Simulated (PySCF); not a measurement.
# A diatomic session: TaH+

One job finds the state of TaH+, follows it along the bond with each method and fits the curves.

Program: PySCF 2.14.0. Level of theory: Ta def2-TZVPPD with ECP60, H def2-TZVPPD, scalar-relativistic core potentials. These are calculated values, not measurements.

### 1 Set-up

Settings of the job:

| Property | Result |
| --- | --- |
| atoms | Ta, H |
| charge | 1 |
| basis | Ta def2-TZVPPD with ECP60, H def2-TZVPPD |
| Hamiltonian | scalar-relativistic core potentials |
| basis functions | 76 |
| electrons treated | 13 |
| masses in u | 180.9480, 1.0078 |
| levels | PBE0, PBE, r²SCAN, BHandHLYP, B3LYP, M06-L, BP86, M06, ωB97X-V, HF, MP2, SCS-MP2, CCSD, CCSD(T) |
| grid | 80 radial by 434 angular points |
| occupations | held fixed by the projection of orbital angular momentum |
| dissociation limit | Ta+ + H, each in its ground configuration |
| starting distance in angstrom | 1.780 |
| values of 2S to try | 1, 3, 5, 7 |

On the command line:

```sh
$ OMP_NUM_THREADS=1 python dia.py task.json out
```

The runs that follow: The PBE0 curve of the state that the search chose; Higher solutions at PBE0; PBE (GGA); r²SCAN (meta-GGA); BHandHLYP; B3LYP (global hybrid GGA); M06-L (meta-GGA); BP86; M06 (hybrid meta-GGA); ωB97X-V (range-separated hybrid); UHF (mean field); Correlated methods on the Hartree–Fock reference.

Before running it: what results should come out? Wanted: for each run, Re; ωe; De; μ.

The runs gave:

Lowest PBE0 solution found, without spin–orbit coupling: quartet, unpaired electrons σ ↑, π ↑, δ ↑. State 2 has its PBE0 minimum 0.09 eV higher. State 3 has its PBE0 minimum 0.53 eV higher. State 4 has its PBE0 minimum 0.58 eV higher, as a spin-mixed determinant (⟨S²⟩ = 1.76), so this is no gap between pure states. The other levels ran on the lowest alone.

| level | Re (Å) | ωe (cm⁻¹) | De (eV) | μ (D) |
| --- | --- | --- | --- | --- |
| UHF | 1.755 | 1893 | 1.38 | -2.62 |
| UHF-MP2 | 1.711 | 2049 | 2.41 | n/a |
| UHF-SCS-MP2 | 1.714 | 2062 | 2.58 | n/a |
| UHF-CCSD | 1.732 | 1947 | 2.59 | n/a |
| UHF-CCSD(T) | 1.733 | 1935 | 2.66 | n/a |
| PBE | 1.739 | 1896 | 2.68 | -1.60 |
| BP86 | 1.739 | 1901 | 2.86 | -1.58 |
| r²SCAN | 1.735 | 1919 | 2.49 | -1.81 |
| M06-L | 1.754 | 1884 | 2.91 | -2.03 |
| B3LYP | 1.737 | 1923 | 2.77 | -1.80 |
| PBE0 | 1.732 | 1939 | 2.54 | -1.88 |
| M06 | 1.731 | 1930 | 2.95 | -2.00 |
| BHandHLYP | 1.732 | 1958 | 2.60 | -2.14 |
| ωB97X-V | 1.731 | 1971 | 2.73 | -2.17 |

De is counted to Ta+ + H in their ground configurations. A positive dipole points from Ta to H; in an ion it is taken about the centre of mass and does not tell which atom is negative.

Differences from CCSD(T) in the same basis:

| level | Re (mÅ) | ωe (%) |
| --- | --- | --- |
| UHF | +21 | -2.2 |
| UHF-MP2 | -22 | +5.9 |
| UHF-SCS-MP2 | -20 | +6.6 |
| UHF-CCSD | -1 | +0.6 |
| PBE | +6 | -2.0 |
| BP86 | +5 | -1.8 |
| r²SCAN | +2 | -0.8 |
| M06-L | +20 | -2.6 |
| B3LYP | +3 | -0.6 |
| PBE0 | -2 | +0.2 |
| M06 | -3 | -0.2 |
| BHandHLYP | -1 | +1.2 |
| ωB97X-V | -3 | +1.9 |

In words: Against CCSD(T) in the same basis, the bond length is nearest at UHF-CCSD and BHandHLYP (-1 mÅ) and farthest at UHF-MP2 (-22 mÅ); the wavenumber is nearest at PBE0 and M06 (0.2 % off) and farthest at UHF-SCS-MP2 (+6.6 %). Of the levels with a De here, UHF gives the least (1.38 eV) and M06 the most (2.95 eV).

These are scalar-relativistic numbers at best; spin–orbit coupling would shift them, the dissociation energy most. With d or f electrons several states lie close, and the lowest PBE0 determinant need not be the measured ground state. With spin–orbit coupling the term label itself may not hold.
